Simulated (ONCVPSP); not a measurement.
# Co: the cost of one run

The numbers are computed with ONCVPSP 4.0.1.1 (patched build) (PBEsol, scalar-relativistic, spin-unpolarised reference atom).

## Step 1: Starting point

The settings as typed:

| Property | Result |
| --- | --- |
| element | cobalt (Co, Z = 27) |
| type | optimised norm-conserving Vanderbilt (ONCV) |
| frozen core | [Ne] |
| valence charge | 17 |
| reference configuration | 3s2 3p6 3d7 4s2 |
| partial waves | 3s+4s: rc 1.05 bohr, ncon 4, nbas 8, qcut 10.6 1/bohr, 2 projectors; 3p: rc 0.80 bohr, ncon 3, nbas 8, qcut 10.7 1/bohr, 2 projectors, debl 0.8 Ha; 3d: rc 1.70 bohr, ncon 4, nbas 9, qcut 10.9 1/bohr, 2 projectors, debl 1.6 Ha |
| local potential | polynomial inside 0.60 bohr (lpopt 5, dvloc0 0 Ha) |
| core correction | not asked for |

The nodes and maxima of the atom's own shells, from an earlier all-electron run, set the scale for the radii.

All-electron outer shells of the reference configuration (PBEsol, scalar-relativistic, ld1.x):

```
shell  level (eV)  outermost node (bohr)  outermost maximum (bohr)
   2p     -769.45                      –                      0.17
   3s     -102.14                   0.31                      0.66
   3p      -65.51                   0.28                      0.68
   3d       -8.23                      –                      0.66
   4s       -5.49                   0.96                      2.32
   4p       -1.25                   1.05                      3.21
```

## Step 2: The generation run

Co.dat reads:

```
# ATOM AND REFERENCE CONFIGURATION
# atsym  z   nc   nv     iexc    psfile
  Co 27.00    3    4  -116133      upf
#
#   n    l    f
    1    0    2.00
    2    0    2.00
    2    1    6.00
    3    0    2.00
    3    1    6.00
    3    2    7.00
    4    0    2.00
#
# PSEUDOPOTENTIAL AND OPTIMIZATION
# lmax
    2
#
#   l,   rc,      ep,       ncon, nbas, qcut
    0    1.05    0.00    4    8   10.60
    1    0.80    0.00    3    8   10.70
    2    1.70    0.00    4    9   10.90
#
# LOCAL POTENTIAL
# lloc, lpopt,  rc(5),   dvloc0
    4    5    0.60    0.00
#
# VANDERBILT-KLEINMAN-BYLANDER PROJECTORs
# l, nproj, debl
    0    2    2.60
    1    2    0.80
    2    2    1.60
#
# MODEL CORE CHARGE
# icmod, fcfact, rcfact
    0    0.00    0.00
#
# LOG DERIVATIVE ANALYSIS
# epsh1, epsh2, depsh
   -5.00    5.00    0.04
#
# OUTPUT GRID
# rlmax, drl
    6.00    0.01
#
# TEST CONFIGURATIONS
# ncnf
    4
# nvcnf
#   n    l    f
    4
    3    0    2.00
    3    1    6.00
    3    2    7.00
    4    0    1.00
#
    4
    3    0    2.00
    3    1    6.00
    3    2    7.00
    4    0    0.00
#
    4
    3    0    2.00
    3    1    6.00
    3    2    6.00
    4    0    0.00
#
    5
    3    0    2.00
    3    1    6.00
    3    2    7.00
    4    0    0.00
    4    1    2.00
#
```

Launch:

```
$ oncvpsp.x < Co.dat > Co.out
```

**Question.** How long does this run take on 1 thread of Neoverse-N1, shared host?

About 6.1 s.
